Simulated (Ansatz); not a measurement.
# Ta2 (singlet): geometry optimisation

Aim: relax a generated start of Ta2 (singlet) and see which bonds hold.

Computed with Ansatz 0.2.0, Gaussian basis. Level: RKS PBE0/def2-TZVP.

## (1) The system as given

2 atoms, charge 0, spin multiplicity 1.

Atoms are counted from 1 here; the program's logs count them from 0.

Bond lengths: Ta1–Ta2 2.900 Å.

Geometry (Å):

```
Ta    0.0000    0.0000    0.0000
Ta    0.0000    0.0000    2.9000
```

The start is set by covalent radii. Sticks and bond lists go by distance. No spin-orbit coupling is included. Elements past krypton take def2 core potentials.

## (2) The run

Input file in.yaml:

```yaml
crystal:
  periodic: [false, false, false]
  atoms:
    - {symbol: Ta, position_ang: [0.000000, 0.000000, 0.000000]}
    - {symbol: Ta, position_ang: [0.000000, 0.000000, 2.900000]}
basis:
  gaussian: {orbitals: def2-TZVP}
hamiltonian: {xc: pbe0}
relax: {f_tol: 0.004, max_steps: 80}
```

Started as:

```console
$ ansatz run in.yaml --threads 1 --pin off --events-out ev --progress --plain --max-ram 2176MiB
```

What does the calculation give? Wanted: energy gained; shift from the start; total energy; dipole moment.

The runs gave:

```
                  quantity          value
                     steps              7
             energy gained       2.790 eV
shift from the start (rms)        0.386 Å
              total energy  -3095.0941 eV
             dipole moment         0.00 D
```

The bonds of the start are those of the end. Ta1–Ta2 went from 2.900 to 2.127 Å. No vibrations were run, so this is a stationary point, not a proven minimum, and this spin need not be the ground state's.
